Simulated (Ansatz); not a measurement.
Write a Python script for Ansatz 0.2.0 through its Python package that makes an active-space calculation of GaH5S, SMILES [SH2+][GaH3-]. Level of theory: SC-NEVPT2, def2-SVP basis, multiplicity 1.

```xyz
7

S    -0.5725   -1.2900    0.1047
Ga    0.0861    0.8564   -0.0905
H    -0.2492   -1.7568    1.2834
H    -0.0154   -1.9831   -0.9280
H    -0.3820    1.4571   -1.5225
H    -0.5302    1.7560    1.1063
H     1.7244    0.8923    0.0009
```

`gah5s_cas.py`
```python
# -*- coding: utf-8 -*-
"""Active-space calculation on GaH5S."""

import ansatz

system = (
    ansatz.Crystal.molecule()
    .atom("S", (-0.5725, -1.29, 0.1047))
    .atom("Ga", (0.0861, 0.8564, -0.0905))
    .atom("H", (-0.2492, -1.7568, 1.2834))
    .atom("H", (-0.0154, -1.9831, -0.928))
    .atom("H", (-0.382, 1.4571, -1.5225))
    .atom("H", (-0.5302, 1.756, 1.1063))
    .atom("H", (1.7244, 0.8923, 0.0009))
)

setup = system.calculation()
setup = setup.basis(gaussian="def2-SVP").correlation(active_electrons=6, active_orbitals=6)
for method in ["sc_nevpt2"]:
    report = (setup if method is None else setup.correlation(method)).run(threads=1).report
    space = report["configurations"]
    state = space["states"][0]
    print(method or "casscf", f"total {report['free_energy_ev'] / 27.211386246:.6f} Ha, active-space state {state['energy']['hartree']:.6f} Ha, mean field {report['reference_energy_ev'] / 27.211386246:.6f} Ha")
    print("  determinants", state["n_determinants"], " natural occupations", [round(n, 3) for n in space["natural_occupations"]])
print("effectively unpaired electrons, sum of min(n, 2 - n):", round(sum(min(n, 2 - n) for n in space["natural_occupations"]), 3))
```

`python gah5s_cas.py` gives:
```text
sc_nevpt2 total -2323.630764 Ha, active-space state -2323.296155 Ha, mean field -2323.251335 Ha
  determinants 400  natural occupations [1.979, 1.977, 1.971, 0.029, 0.024, 0.02]
effectively unpaired electrons, sum of min(n, 2 - n): 0.145
```

Reading the output:
- Total energies depend on the basis set; only differences at equal settings carry meaning.
- The geometry is a force-field or estimated start, not a minimum of this method, and the basis set is short of its limit. The active space starts as a window about the frontier orbitals and is then optimised, not chosen by chemistry.
- Hardware and time: 8 s on 1 thread of Arm Neoverse V2, with other jobs on the host, peak memory 0.21 GiB.
